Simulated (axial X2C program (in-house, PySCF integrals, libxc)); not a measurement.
**Linear CoCN⁺ at several levels**

One table from this session's results is given with a row withheld; the runs are named, their logs left out.

The runs use an in-house X2C program for linear molecules on PySCF integrals; all-electron X2C, two-component (2c) or spin-free, Co dyall-v3z, C dyall-v3z, N dyall-av3z.

All values are calculated.

2 further runs of the same task are left out: 2 set aside as unsound or not needed.

The first run:

task.json

```json
{
 "zs": [
  27,
  6,
  7
 ],
 "q": 1,
 "bas": [
  "dyall-v3z",
  "dyall-v3z",
  "dyall-av3z"
 ],
 "r0": [
  1.81,
  1.16
 ],
 "symm": 0,
 "scan": [
  "PBE0",
  "HF",
  "r2SCAN"
 ],
 "levels": [
  "PBE0",
  "HF",
  "r2SCAN"
 ],
 "nst": 2
}
```

Keys: zs atomic numbers; q charge; bas basis sets; r0 starting distance in Å; symm equal bonds; scan levels of the two-bond scan; levels methods; nst determinants followed.

Run with:

```
$ python solin.py task.json out
```

Masses Co 58.933, C 12.000, N 14.003 u.

Steps of the session up to this table: Scan at PBE0, 2c; Scan at HF, 2c; Scan at r2SCAN, 2c.

One of the session's tables, all rows but one given; the rest of the session is left out.

```
            level  r(Co–C) (Å)  r(C–N) (Å)  lower stretch (cm⁻¹)  upper stretch (cm⁻¹)
         PBE0, 2c        1.839       1.163                 523.9                2181.8
           HF, 2c        1.948       1.128                 481.5                2196.7
       r2SCAN, 2c        1.815       1.178                 513.6                2095.3
  PBE0, spin-free        1.838       1.163                 524.1                2179.4
    HF, spin-free        1.948       1.128                 482.0                2194.7
r2SCAN, spin-free            ?           ?                     ?                     ?
```

Estimate the missing values for r2SCAN, spin-free.

The run gave: r(Co–C) (Å): 1.815; r(C–N) (Å): 1.178; lower stretch (cm⁻¹): 513.6; upper stretch (cm⁻¹): 2093.6.

Scans not shown above were run alike.

The molecule was held linear; bending was not examined, so a bent shape may lie lower. Note: functional without a current term on a determinant with orbital currents, of the molecule or an atom. Note: several unpaired electrons, one determinant need not be a pure state.
